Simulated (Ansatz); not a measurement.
**O: compression at zero temperature**

A pressure series on O (-3 to 30 GPa): equation of state, axes and gap.

Computed with Ansatz 0.2.0 (DFT r2SCAN, scalar-relativistic, plane waves, PAW, unless a step's input says otherwise).

## Step 1: Starting point

It takes space group R-3m (No. 166, trigonal). The conventional cell has a = 3.427 Å, b = 3.427 Å, c = 11.468 Å, α = 90.00°, β = 90.00°, γ = 120.00°. O (site symmetry 3m) has 1 O at 1.21 Å in its first shell of neighbours.

As a file:

```cif
data_structure
_symmetry_space_group_name_H-M 'R-3m:H'
_symmetry_Int_Tables_number 166
_cell_length_a 3.4270
_cell_length_b 3.4270
_cell_length_c 11.4685
_cell_angle_alpha 90.000
_cell_angle_beta 90.000
_cell_angle_gamma 120.000
_cell_volume 116.65
loop_
_atom_site_label
_atom_site_type_symbol
_atom_site_symmetry_multiplicity
_atom_site_Wyckoff_symbol
_atom_site_fract_x
_atom_site_fract_y
_atom_site_fract_z
_atom_site_occupancy
O1 O 6 c 0.33333 0.66667 0.71927 1
```

This cell was relaxed beforehand with the same method: volume 19.44 Å³/atom, gap on the mesh 2.46 eV, site moments up to 0.6 μB.

## Step 2: The gap over the whole zone

Contents of input.yaml:

```yaml
crystal:
  lattice:
    - [1.7135120489, 0.9892966427, 3.822825923]
    - [-1.7135120489, 0.9892966427, 3.822825923]
    - [0.0, -1.9785932854, 3.822825923]
  atoms:
    - { symbol: O, position: [0.0526029192, 0.0526029192, 0.0526029192], spin: 0.63 }
    - { symbol: O, position: [0.9473970808, 0.9473970808, 0.9473970808], spin: 0.63 }
basis:
  ecutwfc: 500
kpoints:
  mp_grid: { grid: [12, 12, 12] }
  band_path: { path: [VBM, CBM], npoints: 2 }
hamiltonian:
  xc: r2scan
scf:
  occupations: { method: gaussian, width: 0.02 }
output:
  forces: true
  stress: true
  eigenvalues: true
  populations: true
magnetization:
  spin_polarized: true
checkpoint:
  read: start.run
  write: ck
  compress: false
  write_wavefunctions: false
  write_every: 100000
```

Run with:

```
$ ansatz run input.yaml --threads 1 --pin off --max-ram 2560MiB --backend cpu --events-out ev --progress --plain --runs-dir out
```

Further runs follow: -3 GPa; target pressure 3 GPa; band edges over the zone at 3 GPa; relaxing at 8 GPa; band edges over the zone at 8 GPa; relaxing at 15 GPa; seeking the band edges at 15 GPa; target pressure 30 GPa.

**Question.** What will these runs give?

The runs gave:

```
           quantity                        value
   volume at 15 GPa  10.43 Å³/atom, V/V0 = 0.537
gap at 0 and 15 GPa             2.46 eV; 0.52 eV
```

What this shows: Up to 15 GPa the volume falls by 46.3 %. The gap goes from 2.46 eV at zero pressure to 0.52 eV at 15 GPa. Other structures may take over in this range; these runs cannot find them. Other magnetic orders or occupations could lie lower; they were not searched in full.
